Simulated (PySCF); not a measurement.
# [Sm(NH3)2]2+: other functionals and bases at one geometry

The task here is to estimate one member of a computed series from the others.

The runs use PySCF 2.14.0; several levels, as the steps say, no spin–orbit coupling.

3 further runs of the same task are left out: 2 for a known fault of the program, 1 that didn't finish.

### The starting structure

9 atoms, charge 2, spin multiplicity 1.

Bond lengths: Sm1–N2 2.636 Å, Sm1–N6 2.636 Å, N2–H3 1.028 Å, N2–H4 1.028 Å, N2–H5 1.028 Å, N6–H7 1.028 Å, N6–H8 1.028 Å, N6–H9 1.028 Å. Angles: N2–Sm1–N6 110.5°, Sm1–N2–H3 115.3°, Sm1–N2–H4 115.3°, Sm1–N2–H5 114.8°, H3–N2–H4 103.4°, H3–N2–H5 103.3°, H4–N2–H5 103.3°, Sm1–N6–H7 114.9°, Sm1–N6–H8 114.9°, Sm1–N6–H9 115.5°, H7–N6–H8 103.3°, H7–N6–H9 103.3°, H8–N6–H9 103.3°.

As a file:

```xyz
9
charge 2, multiplicity 1
Sm   -0.0134   -1.3008   -0.0001
N     0.0021    0.2007    2.1665
H     0.8154    0.8222    2.2637
H    -0.7982    0.8389    2.2637
H    -0.0033   -0.3215    3.0525
N     0.0021    0.2012   -2.1663
H     0.8068    0.0536   -2.7893
H    -0.8055    0.0702   -2.7893
H     0.0125    1.2158   -2.0015
```

Formal oxidation states: Sm +2. Each metal's 6 4f electrons lie in its core potential, so multiplicities, spins and levels count the valence alone. An earlier session relaxed this geometry at PBE0, Sm lcecp-0-SVP with ECP52, N def2-SVP, H def2-SVP (singlet, point group Cs).

At PBE0 on the finer grid: E = -141.266044 Eh, frontier levels not given, since the 4f levels lie in the core, Mulliken charge on Sm1 +1.49 e, largest force component 0.008 eV/Å. 

Levels to run: BLYP; BP86; wB97X; TPSSh; PBE0, TZVP. Hardware: 2 threads of Arm Neoverse V2, shared host.

The first run:

run.py (the lines that set the calculation)

```python
mol = gto.M(atom='''
Sm    -0.01342    -1.30080    -0.00014
N      0.00207     0.20068     2.16648
H      0.81537     0.82223     2.26374
H     -0.79823     0.83887     2.26374
H     -0.00332    -0.32150     3.05249
N      0.00207     0.20117    -2.16628
H      0.80681     0.05356    -2.78925
H     -0.80554     0.07019    -2.78925
H      0.01254     1.21575    -2.00153''',
    basis={'Sm': 'lcecp-0-SVP', 'N': 'def2-SVP', 'H': 'def2-SVP'},
    ecp={'Sm': 'lcecp-0-SVP'},
    charge=2, spin=0)
mf = dft.RKS(mol, xc='BLYP')
mf.grids.atom_grid = (75, 302)  # f atoms: unpruned, at least (60, 302)
mf = mf.density_fit()  # fitting sets: Sm AutoAux, N def2-universal-JKFIT, H def2-universal-JKFIT
mf.conv_tol = 1e-08; mf.max_cycle = 55
mf.kernel(dm0)  # dm0: the density of the relaxed state
```

Run with:

```
$ OMP_NUM_THREADS=2 python run.py
```

Steps of the session up to this table: BLYP; BP86; wB97X; TPSSh; PBE0, TZVP.

One table of the session follows, with a row left open; its other results are not shown here.

```
              level  charge on Sm1 (e)  dipole (D)  largest force component (eV/Å)
PBE0 (relaxed here)               1.49        2.27                            0.01
               BLYP               1.41        2.44                            0.43
               BP86               1.43        2.44                            0.42
              wB97X               1.52        2.11                            0.09
              TPSSh                  ?           ?                               ?
         PBE0, TZVP               1.70        2.27                            0.31
```

Q: Estimate the row for TPSSh from the others.

The run gave: charge on Sm1 (e): 1.48; dipole (D): 2.28; largest force component (eV/Å): 0.15. In the column «charge on Sm1 (e)» it lies between BP86 (1.43) and PBE0 (relaxed here) (1.49).

The dipole of a charged species depends on the origin, so these sizes hold for this origin alone.

The largest leftover force, 0.43 eV/Å with BLYP, stands at a geometry relaxed at another level. With 4f in the core, its levels are missing from HOMO and gap, and its count is fixed, so no charge can pass from the ligands into it. Total energies of different levels can't be compared.
